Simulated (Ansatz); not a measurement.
**BFH6OSi2: one species, many methods**

The task here is to estimate one member of a computed series from the others.

The runs use Ansatz 0.2.0, Gaussian basis; functionals in def2-TZVPP, the program's frozen cores in correlated methods.

Levels to be run: PBE-D4, r2SCAN-D4, PBE0-D4, B3LYP-D4, ωB97X-V, ωB97M-V, B2PLYP; CCSD(T)/def2-TZVPP; MP2/def2-QZVPP; extrapolation to the limit.

## The geometry

All runs share one geometry, relaxed beforehand with PBE0-D4 in a triple-zeta def2 set.

SMILES `B[SiH2]O[SiH2]F`, 11 atoms, charge 0, spin multiplicity 1.

Atoms are counted from 1 here; the program's logs count them from 0.

Bond lengths: B1–Si2 2.004 Å, B1–H6 1.196 Å, B1–H7 1.197 Å, Si2–O3 1.651 Å, Si2–H8 1.491 Å, Si2–H9 1.490 Å, O3–Si4 1.615 Å, Si4–F5 1.596 Å, Si4–H10 1.480 Å, Si4–H11 1.476 Å. Angles: Si2–B1–H6 123.9°, Si2–B1–H7 118.6°, H6–B1–H7 117.5°, B1–Si2–O3 114.9°, B1–Si2–H8 109.0°, B1–Si2–H9 109.4°, O3–Si2–H8 107.4°, O3–Si2–H9 108.1°, H8–Si2–H9 107.8°, Si2–O3–Si4 144.6°, O3–Si4–F5 109.6°, O3–Si4–H10 110.9°, O3–Si4–H11 108.8°, F5–Si4–H10 106.8°, F5–Si4–H11 107.8°, H10–Si4–H11 112.9°.

The first run:

Contents of in.yaml:

```yaml
crystal:
  periodic: [false, false, false]
  atoms:
    - {symbol: B, position_ang: [0.287993, 1.748329, 1.021185]}
    - {symbol: Si, position_ang: [-1.140064, 0.475019, 0.425977]}
    - {symbol: O, position_ang: [-0.611755, -0.771088, -0.519765]}
    - {symbol: Si, position_ang: [0.695220, -1.543468, -1.071565]}
    - {symbol: F, position_ang: [1.615669, -1.981297, 0.157114]}
    - {symbol: H, position_ang: [1.439469, 1.649487, 0.714807]}
    - {symbol: H, position_ang: [-0.020327, 2.669140, 1.720786]}
    - {symbol: H, position_ang: [-2.165325, 1.224396, -0.354537]}
    - {symbol: H, position_ang: [-1.813734, -0.105653, 1.621750]}
    - {symbol: H, position_ang: [1.514711, -0.652250, -1.923347]}
    - {symbol: H, position_ang: [0.263544, -2.769616, -1.771706]}
basis:
  gaussian: {orbitals: def2-TZVPP}
hamiltonian: {xc: pbe, dispersion: d4}
output: {forces: true, orbitals: {seedname: orbitals}}
```

The run is started by

```
$ ansatz run in.yaml --threads 4 --pin off --events-out ev --progress --plain --max-ram 10444MiB
```

Among the steps run: PBE-D4 (GGA); r2SCAN-D4 (meta-GGA); PBE0-D4 (hybrid); B3LYP-D4 (hybrid); ωB97X-V (range-separated); ωB97M-V (range-separated); B2PLYP (double hybrid); CCSD(T) in def2-TZVPP; MP2 in def2-QZVPP.

One table of the session follows, with a row left open; its other results are not shown here.

| method | atomisation energy (kJ/mol) |
| --- | --- |
| PBE-D4 | 3846.4 |
| r2SCAN-D4 | 3870.1 |
| PBE0-D4 | 3810.0 |
| B3LYP-D4 | ? |
| ωB97X-V | 3888.2 |
| ωB97M-V | 3873.2 |
| B2PLYP | 3826.6 |
| HF/def2-TZVPP | 2972.9 |
| MP2/def2-TZVPP | 3828.6 |
| CCSD/def2-TZVPP | 3733.1 |
| CCSD(T)/def2-TZVPP | 3771.3 |
| MP2/CBS | 3933.0 |
| CCSD(T)/CBS | 3875.6 |

Estimate the missing values for B3LYP-D4.

The run gave: atomisation energy (kJ/mol): 3860.0. In the column «atomisation energy (kJ/mol)» it lies between PBE-D4 (3846.4) and r2SCAN-D4 (3870.1).

Among the levels timed on like hardware and quicker than the yardstick, those that no quicker one beats, quickest first: PBE-D4 (2.8 s, -29.1 kJ/mol); B3LYP-D4 (4.6 s, -15.6 kJ/mol); r2SCAN-D4 (4.6 s, -5.5 kJ/mol); ωB97M-V (11 s, -2.3 kJ/mol).

B2PLYP carry no dispersion term (for B3LYP, D4 adds 36.5 kJ/mol).
